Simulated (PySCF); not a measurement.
# BCNF2 (SMILES N#CB(F)F): levels of theory compared

We compute a comparison of 6 runs (HF/STO-3G, HF/3-21G, HF/def2-SVP, B3LYP/6-31G*, B3LYP/aug-cc-pVDZ, MP2/6-311G**) of BCNF2. 

The calculation is run with PySCF 2.14.0.

### 1 The molecule

BCNF2: 5 atoms, total charge 0, spin state singlet. As SMILES, `N#CB(F)F`. Geometry: relaxed at PBE0-D4/def2-TZVP.

Bond lengths: N1–C2 1.150 Å, C2–B3 1.543 Å, B3–F4 1.306 Å, B3–F5 1.306 Å. Angles: N1–C2–B3 180.0°, C2–B3–F4 119.9°, C2–B3–F5 119.9°, F4–B3–F5 120.2°.

### 2 Energy and gradient at HF/STO-3G (run 1)

calc.py reads:

```python
# N#CB(F)F
from pyscf import gto, scf

system = gto.M(
    atom='''
N       -0.715100       1.789700       0.801000
C       -0.319400       0.804800       0.359300
B        0.212000      -0.517400      -0.233800
F        1.451200      -0.872800      -0.026200
F       -0.578700      -1.277900      -0.941900
''',
    verbose=4,
    max_memory=1860,
    spin=0,
    basis='sto-3g',
)

mf = scf.RHF(system)
mf.conv_tol = 1e-10
mf.kernel()
if not mf.converged:
    mf = mf.newton().run(mf.mo_coeff, mf.mo_occ)

e_tot = mf.e_tot
print(f'total energy: {e_tot:.8f} hartree')
grad = mf.nuc_grad_method().kernel()
dip = mf.dip_moment()
pop, q = mf.mulliken_pop()
```

The run is started by

```
$ OMP_NUM_THREADS=1 python calc.py
```

The log of the run:

```text
PySCF version 2.14.0

[... 61 lines left out ...]
converged SCF energy = -311.703196506446
total energy: -311.70319651 hartree
[... 11 lines left out ...]
Dipole moment(X, Y, Z, Debye):  0.72556, -1.80578, -0.81000
[... 31 lines left out ...]
charge of    4F =     -0.18383
```

Run time: 1.8 s. Hardware: 1 thread of Intel Xeon at 2.70GHz, shared host; peak memory 0.12 GiB.

### 3 Energy and forces at HF/3-21G (run 2)

job.py reads:

```python
# N#CB(F)F
import pyscf.grad
from pyscf import gto

mol = gto.Mole()
mol.atom = '''
N   -0.715100   1.789700   0.801000
C   -0.319400   0.804800   0.359300
B    0.212000  -0.517400  -0.233800
F    1.451200  -0.872800  -0.026200
F   -0.578700  -1.277900  -0.941900
'''
mol.basis = '3-21g'
mol.max_memory = 1860
mol.verbose = 4
mol.build()

hf = mol.RHF()
hf.conv_tol = 1e-10
hf.kernel()
if not hf.converged:
    hf = hf.newton().run(hf.mo_coeff, hf.mo_occ)

energy = hf.e_tot
print(f'total energy: {energy:.8f} hartree')
grad = hf.Gradients().kernel()
hf.analyze()
```

The run is started by

```
$ OMP_NUM_THREADS=1 python job.py
```

The log of the run:

```text
PySCF version 2.14.0

[... 78 lines left out ...]
Nuclear Repulsion Energy =             133.934054884150441
[... 8 lines left out ...]
MO #3   energy= -15.5576200166799  occ= 2
[... 6 lines left out ...]
MO #10  energy= -0.81605615118885  occ= 2
[... 6 lines left out ...]
MO #17  energy= -0.516758094783188 occ= 2
[... 6 lines left out ...]
MO #24  energy= 0.466669342000744  occ= 0
[... 6 lines left out ...]
MO #31  energy= 1.05903438593751   occ= 0
[... 6 lines left out ...]
MO #38  energy= 2.28201782658747   occ= 0
[... 6 lines left out ...]
MO #45  energy= 4.06701681050188   occ= 0
[... 53 lines left out ...]
Dipole moment(X, Y, Z, Debye):  0.45012, -1.12043, -0.50263
```

Wall time 1.6 s (1 thread of Intel Xeon at 2.70GHz, shared host); peak memory 0.12 GiB.

Runs 3 to 5 aren't shown in full; the table further down has their settings and results.

### 4 Energy and gradient at MP2/6-311G(d,p) (run 6)

calc.py reads:

```python
from pyscf import gto, scf, mp

system = gto.M(
    atom='''
N     -0.715100     1.789700     0.801000
C     -0.319400     0.804800     0.359300
B      0.212000    -0.517400    -0.233800
F      1.451200    -0.872800    -0.026200
F     -0.578700    -1.277900    -0.941900
''',
    max_memory=1860,
    spin=0,
    basis='6-311g**',
    verbose=4,
)

calc0 = scf.RHF(system)
calc0.conv_tol = 1e-10
calc0.kernel()
if not calc0.converged:
    calc0 = calc0.newton().run(calc0.mo_coeff, calc0.mo_occ)

pt = mp.MP2(calc0, frozen=5).run()
e_tot = pt.e_tot
print('Final energy', e_tot)
grad = pt.nuc_grad_method().kernel()
calc0.analyze()
```

The run is started by

```
$ OMP_NUM_THREADS=1 python calc.py
```

The log of the run:

```text
PySCF version 2.14.0

[... 72 lines left out ...]
Final energy -316.86036581137665
[... 22 lines left out ...]
MO #6   energy= -1.69284327472142  occ= 2
[... 11 lines left out ...]
MO #18  energy= -0.511926944503423 occ= 2
[... 11 lines left out ...]
MO #30  energy= 0.65264310523731   occ= 0
[... 11 lines left out ...]
MO #42  energy= 1.31997965418623   occ= 0
[... 11 lines left out ...]
MO #54  energy= 2.02577220576487   occ= 0
[... 11 lines left out ...]
MO #66  energy= 3.70678728210114   occ= 0
[... 11 lines left out ...]
MO #78  energy= 4.88845008457599   occ= 0
[... 11 lines left out ...]
MO #90  energy= 68.6556519116639   occ= 0
[... 98 lines left out ...]
Dipole moment(X, Y, Z, Debye):  0.59728, -1.48673, -0.66690
```

Wall time 20 s (1 thread of Intel Xeon at 2.70GHz, shared host); peak memory 0.58 GiB.

### 5 All runs side by side

```
run                               level  integration grid  frozen core orbitals  energy (Eh)  dipole moment (D) of the reference  HOMO energy (eV)  LUMO energy (eV)  wall time
  1                           HF/STO-3G                 –                     –  -311.703197                                2.11            -11.79              5.77      1.8 s
  2                            HF/3-21G                 –                     –  -314.296277                                1.31            -14.00              1.94      1.6 s
  3                         HF/def2-SVP                 –                     –  -315.752012                                1.68            -14.01              1.68      5.7 s
  4  B3LYP/6-31G* (spherical functions)                 5                     –  -317.491979                                1.87            -10.05             -2.10       24 s
  5                   B3LYP/aug-cc-pVDZ                 5                     –  -317.536190                                1.84            -10.46             -2.63       48 s
  6                        MP2/6-311G**                 –                     5  -316.860366                                1.74            -13.93              1.68       20 s
```

### 6 Outcome

```
                                          quantity          value
                               run 6: total energy  -316.86037 Eh
       run 6: dipole moment (Hartree–Fock density)         1.74 D
        run 6: HOMO energy (Hartree–Fock orbitals)      -13.93 eV
        run 6: LUMO energy (Hartree–Fock orbitals)        1.68 eV
      run 6: HOMO–LUMO gap (Hartree–Fock orbitals)       15.61 eV
run 6: correlation energy (5 core orbitals frozen)     -776.2 mEh
                   run 6: largest force on an atom     2.914 eV/Å
```

What this shows: Over runs 1, 2, 3, 4, 5 the dipole moment (its size) runs from 1.31 D (HF/3-21G) to 2.11 D (HF/STO-3G). Over runs 1, 2, 3, 4, 5 the HOMO–LUMO gap runs from 7.83 eV (B3LYP/aug-cc-pVDZ) to 17.56 eV (HF/STO-3G). The two ends differ in method and basis. In run 1 the basis is minimal, so the values are rough. All runs together took 1.7 min, the longest 48 s.
